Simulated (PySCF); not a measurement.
# C8H13GeN: the cost of one run

Programs: PySCF 2.14.0, with routines of our own; each step states its level. All values are computed. Atoms count from 0.

### Step 1. The starting structure

23 atoms, charge 0, multiplicity 1; geometry from: GFN2-xTB.

### Step 2. Relaxing the molecule at PBE0-D3(BJ)/def2-SVP

Job settings and geometry (Å):

```
{"job": {"xc": "PBE0", "basis": "def2-SVP", "d3": "d3bj", "grid": 1, "maxiter": 30, "shake": 0.01, "kind": "geom"}, "charge": 0, "multiplicity": 1}
C     -1.863720     1.631390    -0.420300
Ge    -1.123010    -0.068380     0.209790
C     -1.301310    -0.177280     2.181930
C     -2.037900    -1.581180    -0.640220
C      0.803690    -0.101280    -0.261250
C      1.660340     0.889560     0.234830
C      3.016910     0.850280    -0.094620
C      3.467080    -0.168190    -0.920030
N      2.652540    -1.109510    -1.369790
C      1.372260    -1.071460    -1.052410
H     -2.948880     1.712510    -0.168140
H     -1.775990     1.747180    -1.495400
H     -1.409720     2.513740     0.024640
H     -0.784730     0.655170     2.679370
H     -0.854030    -1.111850     2.559350
H     -2.325890    -0.130330     2.494820
H     -1.993140    -1.527790    -1.721310
H     -1.678920    -2.530010    -0.297140
H     -3.126420    -1.558300    -0.369470
H      1.252340     1.676300     0.880570
H      3.676420     1.602840     0.262050
H      4.499020    -0.268930    -1.216900
H      0.770720    -1.850950    -1.497540
```

Started as:

```bash
$ OMP_NUM_THREADS=1 python heavy_run.py task.json out
```

One launch serves the whole session: the jobs run in the order shown.

Q: Estimate the wall time and peak memory of this first job on 1 thread of Arm Neoverse V1, shared host.

About 3.9 min, with a peak of 1.2 GiB.
